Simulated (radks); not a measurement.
# Hf²⁺ in [Xe] 4f14 5d2: an all-electron calculation

The task here is to estimate one member of a computed series from the others.

Method: scalar-relativistic Kohn-Sham, LDA (Slater exchange, VWN5 correlation), spin-unpolarised, spherical densities, finite nucleus. Code: radks (a radial shooting solver on a logarithmic mesh, Libxc functionals) version 1.

## Starting point

```
element            : hafnium (Z = 72)
charge             : +2
electrons          : 70
configuration      : [Xe] 4f14 5d2
nuclear rms radius : 5.347 fm
```

The outer shells:

Hf²⁺
```
[Xe] core
4f [↑↓][↑↓][↑↓][↑↓][↑↓][↑↓][↑↓]
5d [↑ ][↑ ][  ][  ][  ]
```

Set-up of the first run:

Settings of this run:

```text
Z 72
configuration [Xe] 4f14 5d2
relativity scalar-relativistic
functional lda,vwn5
spin unpolarised
nucleus finite rms 5.347 fm
c 137.035999084
```

One of the session's tables, all rows but one given; the rest of the session is left out.

It belongs to the step «Orbitals and density». Radial moments (bohr):

```
level      <r>  outermost maximum (interpolated)  90 % within  nodes
   1s  0.01900                            0.0119       0.0345      0
   2s  0.08043                            0.0681        0.125      1
   2p  0.07174                            0.0557        0.117      0
   3s        ?                                 ?            ?      ?
   3p   0.2087                             0.190        0.312      1
   3d   0.1890                             0.155        0.294      0
   4s   0.4685                             0.437        0.673      3
   4p   0.4979                             0.458        0.725      2
   4d   0.5354                             0.471        0.805      1
   5s    1.134                              1.01         1.64      4
   5p    1.338                              1.16         1.97      3
   4f   0.6762                             0.454         1.15      0
   5d    2.108                              1.64         3.28      2
```

**Question.** Estimate the row for 3s.

**Answer.** <r>: 0.2089; outermost maximum (interpolated): 0.192; 90 % within: 0.306; nodes: 2. In the column «<r>» it lies between 3p (0.2087) and 4s (0.4685).

Caveats from the session: Spin polarisation and multiplet splitting are left out.
